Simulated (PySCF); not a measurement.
# C₄H₁₀AsNSi: magnetic properties

Wanted: magnetic properties for C₄H₁₀AsNSi (`N#CCCC[SiH2][AsH2]`).

Programs: PySCF 2.14.0, with routines of our own; each step states its level. All values are computed. Atoms count from 0.

### 1 The system as given

17 atoms, charge 0, multiplicity 1; geometry from: GFN2-xTB.

### 2 Magnetic properties: GIAO HF/pcSseg-1

The job: settings as JSON, then the geometry in Å.

```
{"job": {"kind": "mag", "xc": "HF", "basis": "pcSseg-1", "isotopologues": 2}, "charge": 0, "multiplicity": 1}
N     -3.842938     0.146467    -0.239080
C     -2.953536    -0.421662     0.200277
C     -1.821231    -1.130845     0.738430
C     -0.521375    -0.694631     0.046678
C     -0.198856     0.772388     0.293104
Si     1.459417     1.281072    -0.508604
As     3.071435    -0.244774     0.210787
H     -1.989373    -2.202871     0.597933
H     -1.763010    -0.925475     1.811705
H      0.295672    -1.322541     0.427482
H     -0.611409    -0.876233    -1.027682
H     -0.152301     0.952386     1.370432
H     -1.011274     1.389018    -0.091999
H      1.775646     2.647005    -0.061899
H      1.252872     1.334504    -1.965201
H      4.160203     0.450259    -0.542554
H      2.843057    -1.142037    -0.970795
```

Method: GIAO HF/pcSseg-1 magnetisability, rotational g tensor and spin-rotation constants, non-relativistic, gas phase.

The run is started by

```console
> OMP_NUM_THREADS=1 python excited_run.py task.json out
```

One launch serves the whole session: the jobs run in the order shown.

Log:

```text
final grid: 134544 points
cycle   1  E = -2734.4297391650  dE =  2.016e-01  |g| = 6.910e-01  |ddm| = 3.650e+00
cycle   2  E = -2734.5118850518  dE = -8.215e-02  |g| = 4.901e-01  |ddm| = 8.509e-01
cycle   3  E = -2734.5583320544  dE = -4.645e-02  |g| = 1.043e-01  |ddm| = 3.893e-01
cycle   4  E = -2734.5619008278  dE = -3.569e-03  |g| = 3.383e-02  |ddm| = 1.288e-01
cycle   5  E = -2734.5621957817  dE = -2.950e-04  |g| = 7.534e-03  |ddm| = 4.720e-02
cycle   6  E = -2734.5622170583  dE = -2.128e-05  |g| = 2.697e-03  |ddm| = 1.424e-02
cycle   7  E = -2734.5622197701  dE = -2.712e-06  |g| = 7.184e-04  |ddm| = 5.342e-03
cycle   8  E = -2734.5622199785  dE = -2.084e-07  |g| = 1.516e-04  |ddm| = 1.512e-03
cycle   9  E = -2734.5622199897  dE = -1.113e-08  |g| = 4.568e-05  |ddm| = 3.151e-04
cycle  10  E = -2734.5622199909  dE = -1.213e-09  |g| = 1.776e-05  |ddm| = 7.971e-05
cycle  11  E = -2734.5622199912  dE = -3.329e-10  |g| = 8.955e-06  |ddm| = 3.543e-05
converged SCF energy = -2734.5622199912

Magnetisability tensor (1e-30 J/T^2)
    -1784.81       20.97      -31.14
       20.97    -1726.57        5.42
      -31.14        5.42    -1672.03
isotropic -1727.80   principal values   -1799.29  -1720.12  -1664.00
isotropic susceptibility -104.051 1e-6 cm^3/mol

Inertial axes            a          b          c
rot. const./GHz      3.8455     0.4863     0.4441
chi total          -107.342   -103.899   -100.912
chi diamagnetic    -459.971  -2359.066  -2587.794
chi paramagnetic    352.629   2255.167   2486.882
quadrupole/D A      -25.649     12.950     12.700
g nuclear            0.6221     0.5074     0.5111
g electronic        -0.6371    -0.5153    -0.5188
g total             -0.0149    -0.0079    -0.0078

Spin-rotation constants (kHz, H = +C I.J)
atom  isotope        aa         bb         cc
  0    14N        0.417      0.071      0.100
  6   75As        2.943      0.391      0.385
  7     1H       -0.426     -0.004     -0.035
  8     1H       -0.438     -0.054      0.009
  9     1H       -0.179     -0.022     -0.052
 10     1H       -0.419     -0.053      0.005
 11     1H       -0.430     -0.057      0.001
 12     1H       -0.145     -0.022     -0.054
 13     1H       -0.336     -0.010     -0.018
 14     1H       -0.359     -0.034      0.008
 15     1H       -0.141     -0.035     -0.048
 16     1H       -0.423     -0.049     -0.002
  1    13C*       0.735      0.126      0.198
  2    13C*       0.491      0.063      0.059
  3    13C*       0.526      0.071      0.061
  4    13C*       0.510      0.061      0.047
  5   29Si*      -1.907     -0.265     -0.249
* in the singly substituted isotopologue

Isotopologues: g along a, b, c
2H    at 7,8,9,10,11,12    -0.0125    -0.0074    -0.0073
15N   at 0                 -0.0148    -0.0077    -0.0076
```

Run time: 38 s. Hardware: 1 thread of Arm Neoverse N1, shared host; peak memory 0.98 GiB.

From this job:

| quantity | value |
| --- | --- |
| magnetisability | -1728·10⁻³⁰ J/T² |
| molar susceptibility | -104.1·10⁻⁶ cm³/mol |
| rotational g (a, b, c) | -0.0149, -0.0079, -0.0078 |

### 3 What came out

```
                                         quantity                      value
       magnetisability (step 2, GIAO HF/pcSseg-1)           -1728·10⁻³⁰ J/T²
  molar susceptibility (step 2, GIAO HF/pcSseg-1)        -104.1·10⁻⁶ cm³/mol
rotational g (a, b, c) (step 2, GIAO HF/pcSseg-1)  -0.0149, -0.0079, -0.0078
```

Steps that list no spin-orbit terms leave them out, which matters at and beside the heavy atoms. Vibrational averaging and real surroundings are missing from these values.
